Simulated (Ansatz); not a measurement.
A run of Ansatz 0.2.0:

The input input.yaml:

```yaml
crystal:
  lattice:
    - [0.0, 2.7, 2.7]
    - [2.7, 0.0, 2.7]
    - [2.7, 2.7, 0.0]
  atoms:
    - { symbol: Gd, position: [0.0, 0.0, 0.0], spin: 7.0 }
    - { symbol: O, position: [0.25, 0.25, 0.25] }
hamiltonian:
  xc: pbe
  pseudopotentials: { kind: paw }
magnetization:
  spin_polarized: true
kpoints:
  mp_grid: { grid: [9, 9, 9] }
scf:
  occupations: { method: fermi_dirac, width: 0.05 }
output:
  forces: true
  stress: true
  eigenvalues: true
  write_density: true
  write_potential: true
  elf: true
  volumetric_format: npy
```

Potentials or basis: Ansatz PAW.

The run is started by

```console
$ ansatz run input.yaml --threads 2 --pin off --max-ram 5632MiB --backend cpu --events-out ev --progress --plain --runs-dir out
```

Hardware: 2 threads of Arm Neoverse V1, on a shared host.

Task: Estimate the wall time of this run.

Result: Run time: 8.3 s on 2 threads of Arm Neoverse V1, with other jobs on the host, peak memory 0.39 GiB. Counts: scf iterations 15, plane waves 749, k points 35, bands 20.
